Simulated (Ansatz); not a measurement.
# FH3O2Si: vertical ionisation energy

An exercise on one series of results from a longer session: the logs are not shown, and one member is left open.

The runs use Ansatz 0.2.0, Gaussian basis; unrestricted cation, the program's frozen cores in correlated methods.

Plan: UKS PBE-D4/def2-TZVPP; UKS r2SCAN-D4/def2-TZVPP; UKS PBE0-D4/def2-TZVPP; UKS B3LYP-D4/def2-TZVPP; UKS wB97X-V/def2-TZVPP; UKS wB97M-V/def2-TZVPP; UKS B2PLYP/def2-TZVPP; UHF-CCSD(T)/def2-TZVPP; UHF-CCSD(T)/def2-QZVPP; extrapolation to the limit; then −ε(HOMO) from the neutral's earlier runs with LDA (SPW92), PBE-D4, revPBE-D4, BLYP-D4, r2SCAN-D4, B97M-V, PBE0-D4, B3LYP-D4, r2SCANh-D4, r2SCAN0-D4, HSE06-D4, BHLYP-D4, CAM-B3LYP-D4, LC-ωPBE, ωB97X-V, ωB97M-V.

## The relaxed structure

All runs share one geometry, relaxed beforehand with PBE0-D4 in a triple-zeta def2 set.

SMILES `O[SiH](O)F`, 7 atoms, charge 0, spin multiplicity 1.

Atoms are counted from 1 here; the program's logs count them from 0.

Bond lengths: O1–Si2 1.630 Å, O1–H5 0.958 Å, Si2–O3 1.619 Å, Si2–F4 1.595 Å, Si2–H6 1.469 Å, O3–H7 0.959 Å. Angles: Si2–O1–H5 118.6°, O1–Si2–O3 108.7°, O1–Si2–F4 107.7°, O1–Si2–H6 114.3°, O3–Si2–F4 111.7°, O3–Si2–H6 107.5°, F4–Si2–H6 107.0°, Si2–O3–H7 118.7°.

Set-up of the first run:

in.yaml

```yaml
crystal:
  periodic: [false, false, false]
  atoms:
    - {symbol: O, position_ang: [-0.161784, 0.466473, -1.268363]}
    - {symbol: Si, position_ang: [-0.169538, -0.308687, 0.165146]}
    - {symbol: O, position_ang: [1.328656, -0.281040, 0.778147]}
    - {symbol: F, position_ang: [-1.210617, 0.437415, 1.115612]}
    - {symbol: H, position_ang: [-0.987957, 0.815894, -1.604595]}
    - {symbol: H, position_ang: [-0.589012, -1.714177, 0.089972]}
    - {symbol: H, position_ang: [1.851552, 0.516122, 0.678280]}
basis:
  gaussian: {orbitals: def2-TZVPP}
total_charge: 1
magnetization: {spin_polarized: true, initial_magnetization: 1}
hamiltonian: {xc: pbe, dispersion: d4}
```

Command:

```console
ansatz run in.yaml --threads 2 --pin off --events-out ev --progress --plain --max-ram 31744MiB --backend cpu
```

Among the steps run: Cation, UKS PBE-D4/def2-TZVPP; Cation, UKS r2SCAN-D4/def2-TZVPP; Cation, UKS PBE0-D4/def2-TZVPP; Cation, UKS B3LYP-D4/def2-TZVPP; Cation, UKS wB97X-V/def2-TZVPP; Cation, UKS wB97M-V/def2-TZVPP; Cation, UKS B2PLYP (frozen core)/def2-TZVPP; Cation, UHF-CCSD(T)/def2-TZVPP; Cation, UHF-CCSD(T)/def2-QZVPP.

One of the session's tables, all rows but one given; the rest of the session is left out.

Orbital estimates, from the neutral's runs:

```
  functional  −ε(HOMO) (eV)
 LDA (SPW92)           8.12
      PBE-D4           7.95
   revPBE-D4           7.89
     BLYP-D4           7.88
   r2SCAN-D4           8.35
      B97M-V           8.43
     PBE0-D4           9.62
    B3LYP-D4           9.38
  r2SCANh-D4           8.98
  r2SCAN0-D4           9.90
    HSE06-D4           9.21
    BHLYP-D4          11.23
CAM-B3LYP-D4          11.14
     LC-ωPBE          12.51
     ωB97X-V          12.15
     ωB97M-V              ?
```

**Question.** Estimate the row for ωB97M-V.

As computed: −ε(HOMO) (eV): 12.02. In the column «−ε(HOMO) (eV)» it lies between BHLYP-D4 (11.23) and ωB97X-V (12.15).
